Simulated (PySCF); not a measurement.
**C₃H₁₂B₂OSi: electronic excitations**

Wanted: the electronic excitations of C₃H₁₂B₂OSi (`BBC[SiH2]COC`), by calculation.

Programs: PySCF 2.14.0, with density-fitted response routines of our own. Each step states its level of theory. These are calculated values for one molecule in the gas phase, unless marked as measured. Atoms are numbered from 0 throughout.

### 1 Starting geometry

19 atoms, charge 0, multiplicity 1; geometry from: GFN2-xTB.

Bonds of the start (Å): B0–B1 1.63, B1–C2 1.57, C2–Si3 1.91, Si3–C4 1.91, C4–O5 1.42, O5–C6 1.40, B0–H7 1.18, B0–H8 1.17, B1–H9 1.18, C2–H10 1.09, C2–H11 1.09, Si3–H12 1.47, Si3–H13 1.47, C4–H14 1.10, C4–H15 1.10, C6–H16 1.10, C6–H17 1.10, C6–H18 1.09.

### 2 Excited states and response: CAM-B3LYP/def2-SVPD

Job settings and geometry (Å):

```
{"job": {"kind": "uv", "xc": "CAM-B3LYP", "basis": "def2-SVPD", "nstates": 8, "ntriplets": 3}, "charge": 0, "multiplicity": 1}
B     -2.115599     1.330802    -0.020386
B     -2.257562    -0.257865     0.298833
C     -1.232723    -1.062040     1.173601
Si     0.127006    -1.820819     0.069295
C      1.101312    -0.435551    -0.810733
O      1.494766     0.466916     0.205656
C      2.219695     1.564497    -0.277388
H     -1.553897     1.740823    -0.967747
H     -2.604149     2.166394     0.645687
H     -3.150220    -0.892864    -0.142202
H     -0.712042    -0.442170     1.903830
H     -1.694334    -1.891556     1.709732
H     -0.413385    -2.715991    -0.967683
H      1.061740    -2.581291     0.911561
H      0.492660     0.086261    -1.561873
H      1.987849    -0.823049    -1.332983
H      3.144273     1.241035    -0.774212
H      1.625579     2.149265    -0.991948
H      2.469229     2.186453     0.580719
```

With the program's defaults for keys left out, this is: TDDFT CAM-B3LYP/def2-SVPD, vertical, gas phase, core orbitals frozen in the response.

The run is started by

```console
> OMP_NUM_THREADS=1 python probes_run.py task.json out
```

One launch serves the whole session: the jobs run in the order shown.

What it wrote:

```text
coarse grid: 15584 points
cycle   1  E = -535.3335250962  dE =  4.652e-01  |g| = 5.661e-01  |ddm| = 5.716e+00
cycle   2  E = -535.3130482136  dE =  2.048e-02  |g| = 6.975e-01  |ddm| = 1.403e+00
cycle   3  E = -535.4046339609  dE = -9.159e-02  |g| = 6.629e-02  |ddm| = 6.868e-01
cycle   4  E = -535.4054300778  dE = -7.961e-04  |g| = 2.769e-02  |ddm| = 1.340e-01
cycle   5  E = -535.4056214403  dE = -1.914e-04  |g| = 6.671e-03  |ddm| = 4.587e-02
cycle   6  E = -535.4056337893  dE = -1.235e-05  |g| = 1.110e-03  |ddm| = 1.225e-02
cycle   7  E = -535.4056342213  dE = -4.320e-07  |g| = 2.904e-04  |ddm| = 3.307e-03
final grid: 143640 points
cycle   8  E = -535.4966559681  dE = -3.521e-05  |g| = 3.605e-03  |ddm| = 6.375e-02
cycle   9  E = -535.4966563348  dE = -3.666e-07  |g| = 3.638e-03  |ddm| = 1.042e-02
cycle  10  E = -535.4966591451  dE = -2.810e-06  |g| = 4.252e-04  |ddm| = 4.060e-03
cycle  11  E = -535.4966591761  dE = -3.100e-08  |g| = 1.992e-04  |ddm| = 6.900e-04
cycle  12  E = -535.4966591850  dE = -8.921e-09  |g| = 3.354e-05  |ddm| = 2.890e-04
cycle  13  E = -535.4966591854  dE = -3.552e-10  |g| = 9.495e-06  |ddm| = 6.642e-05
converged SCF energy = -535.4966591854

Static polarisability (au): isotropic 96.559, principal 83.254 100.635 105.788

Singlet excitations
state   eV       nm        f      main configurations
  1   4.9325    251.4   0.00301   H-1->L 0.91
  2   5.3961    229.8   0.00237   H-1->L+1 0.93
  3   6.1113    202.9   0.00239   H-6->L 0.47, H-4->L 0.15, H->L 0.12
  4   6.2120    199.6   0.00233   H->L 0.82
  5   6.2947    197.0   0.02037   H-3->L+1 0.67, H-7->L+1 0.10
  6   6.7279    184.3   0.00059   H->L+1 0.95
  7   6.8614    180.7   0.04036   H-3->L 0.57, H-6->L 0.16, H-2->L 0.13
  8   7.0407    176.1   0.00449   H-2->L 0.75, H-3->L 0.15

Triplet excitations (Tamm-Dancoff, eV): 4.1874 4.7107 5.4233
```

It took 2 min on 1 thread of Arm Neoverse N1, shared host; peak memory 1.1 GiB.

Frontier orbitals and where they lie:

```csv
orbital,eV,atoms
HOMO−3,-10.20,"C2 26 %, B1 20 %, Si3 16 %"
HOMO−2,-9.89,"C4 30 %, O5 22 %, Si3 18 %"
HOMO−1,-9.54,"B1 30 %, B0 29 %, C2 14 %"
HOMO,-9.12,"O5 60 %, C4 10 %, C6 10 %"
LUMO,-0.39,"B0 49 %, B1 16 %, H8 10 %"
LUMO+1,0.02,"B1 40 %, B0 15 %, C2 13 %"
LUMO+2,1.24,"B0 29 %, C6 12 %, B1 11 %"
```

With each of the 8 states as a Gaussian band of 0.4 eV half-width at 1/e, the curve within the window shown has maxima at 244 nm (ε 160), 182 nm (ε 1,900) L/(mol cm). Beyond the last state computed it falls off for lack of states. The curve at chosen wavelengths:

(nm, ε (L/mol/cm)): (169, 496), (174, 1235), (178, 1764), (183, 1917), (188, 1658), (192, 1440), (197, 1230), (202, 970), (206, 714), (211, 423), (216, 236), (220, 164), (225, 136), (230, 139), (235, 149), (239, 155), (244, 158), (249, 153), (253, 142), (258, 122), (263, 96), (267, 76), (272, 52), (277, 34), (281, 23), (286, 13)

Leading natural transition orbitals of singlet state 7: the hole lies on C2 28 %; B1 18 %; H9 16 %; the particle on B0 49 %; H7, H8 about 14 % each; H9 6 %.

Leading natural transition orbitals of singlet state 1: the hole lies on B0, B1 about 31 % each; H7, H8 about 10 % each; H9 8 %; the particle on B0 55 %; H7, H8 about 14 % each.

Ground-state properties from the same run:

```csv
property,computed
dipole moment (D),1.04
polarisability (Å³),14.31
HOMO–LUMO gap (eV),8.73
−ε(HOMO) (eV),9.12
```

The fields below are evaluated on a grid from the run's orbitals.

Frontier orbitals at CAM-B3LYP/def2-SVPD, with the share of their density that lies nearest to each atom:

```csv
orbital,energy (eV),lies on
HOMO,-9.12,O5 63 %; 4 H atoms about 7 % each
LUMO,-0.39,"B0 47 %; H7, H8 about 16 % each; H9 7 %"
```

ELF in a plane through or near 5 of the atoms.

Values, 10 rows by 14 columns:
```
0.00 0.00 0.00 0.00 0.00 0.00 0.00 0.00 0.00 0.00 0.00 0.00 0.00 0.00
0.00 0.00 0.00 0.00 0.00 0.00 0.00 0.01 0.12 0.22 0.01 0.00 0.00 0.00
0.00 0.00 0.00 0.00 0.00 0.00 0.04 0.23 0.84 0.99 0.37 0.00 0.00 0.00
0.00 0.00 0.00 0.37 0.97 0.08 0.06 0.89 0.53 0.40 0.28 0.02 0.00 0.00
0.00 0.00 0.06 0.37 0.97 0.10 0.03 0.05 0.80 0.17 0.66 0.84 0.04 0.00
0.00 0.01 0.98 1.00 0.18 0.73 0.43 0.26 0.56 0.76 0.26 0.15 0.01 0.00
0.00 0.00 0.03 0.04 0.13 0.59 0.85 0.40 0.24 0.34 0.04 0.00 0.00 0.00
0.00 0.00 0.00 0.00 0.04 0.03 0.16 0.66 0.43 0.15 0.01 0.00 0.00 0.00
0.00 0.00 0.00 0.00 0.00 0.00 0.08 0.27 0.08 0.01 0.00 0.00 0.00 0.00
0.00 0.00 0.00 0.00 0.00 0.00 0.00 0.00 0.00 0.00 0.00 0.00 0.00 0.00
```
The map spans 12.1 Å across and 11.2 Å up, centred on the molecule. Atoms in the plane (x, y in Å): B0 (1.4, 2.1), B1 (2.2, 0.7), Si3 (0.6, -1.7), H16 (-3.5, -0.1), H17 (-2.5, 1.3).

On the surface of density 0.002 e/bohr³ the electrostatic potential runs, from the 1st to the 99th percentile, from -1.09 V near O5 to 1.27 V near B0.

### 3 What came out

```
                                quantity                        value
    lowest singlet (CAM-B3LYP/def2-SVPD)  4.93 eV (251 nm), f = 0.003
brightest single state of those computed  state 7, 6.86 eV, f = 0.040
                          lowest triplet                      4.19 eV
   surface potential, 1st and 99th percentile           -1.09 V and 1.27 V
```

The lowest singlet, at 4.93 eV, is HOMO−1→LUMO 0.91 and is weak; of the 8 states computed, the strongest absorption comes from state 7 at 6.86 eV. The lowest triplet lies 0.75 eV below the lowest singlet (triplets in Tamm-Dancoff, singlets in full TDDFT). At CAM-B3LYP/def2-SVPD, counted by nearest atom on the grid, the HOMO lies on O5 63 %; 4 H atoms about 7 % each, the LUMO on B0 47 %; H7, H8 about 16 % each.
